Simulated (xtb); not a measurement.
# CH5BN2 (SMILES C=NBN) at GFN-FF

Wanted: a structure relaxation of CH5BN2. 

The results are computed with xtb 6.7.1.

4 further runs of the same task are left out: 4 set aside as unsound or not needed.

## Step 1: The molecule

CH5BN2: 9 atoms, total charge 0, spin state singlet. As SMILES, `C=NBN`. All atoms were displaced at random from a relaxed shape. The run starts from this shape.

Bond lengths: C1–N2 1.243 Å, N2–B3 1.400 Å, B3–N4 1.408 Å, C1–H5 1.093 Å, C1–H6 1.117 Å, B3–H7 1.096 Å, N4–H8 0.996 Å, N4–H9 0.995 Å. Angles: C1–N2–B3 165.8°, N2–B3–N4 116.1°, N2–C1–H5 122.5°, N2–C1–H6 118.1°, N2–B3–H7 121.4°, N4–B3–H7 122.5°, B3–N4–H8 130.3°, B3–N4–H9 123.7°, H5–C1–H6 118.8°, H8–N4–H9 105.7°.

## Step 2: A structure relaxation at GFN-FF

Contents of mol.coord:

```
$coord
     -3.387674229094      0.144979788281      0.887490977169  c
     -1.283350805756      0.353000840080     -0.135644541226  n
      1.223049645119      0.934261698754     -0.748936257712  b
      2.954492309546     -1.081301288511     -0.624667867756  n
     -5.129623770774     -0.090385600541     -0.196474825177  h
     -3.522373907257      0.504953717761      2.963279536026  h
      1.801116866642      2.870286113433     -1.207383815546  h
      4.801378342927     -1.123177619433     -0.981259187473  h
      2.527659869777     -2.781771341755      0.053517043849  h
$end
```

Started as:

```sh
$ xtb mol.coord --gff -o lax --parallel 1 > xtb.out
```

What values should one expect? Wanted: steric energy; dipole moment; dispersion energy.

**Answer.** As computed:

At GFN-FF:

| quantity | value |
| --- | --- |
| steric energy (arbitrary zero) | -1.45227 Eh |
| dipole moment (from atomic charges) | 0.48 D |
| dispersion energy | -7.12 kJ/mol |

**Reading.** At the final geometry: Bond lengths: C1–N2 1.232 Å, N2–B3 1.458 Å, B3–N4 1.368 Å, C1–H5 1.071 Å, C1–H6 1.072 Å, B3–H7 1.174 Å, N4–H8 1.003 Å, N4–H9 1.002 Å. Angles: C1–N2–B3 175.4°, N2–B3–N4 123.3°, N2–C1–H5 120.4°, N2–C1–H6 120.2°, N2–B3–H7 117.5°, N4–B3–H7 119.2°, B3–N4–H8 134.7°, B3–N4–H9 117.5°, H5–C1–H6 119.3°, H8–N4–H9 107.8°. The optimisation took 17 steps and changed the energy by -0.284 eV.
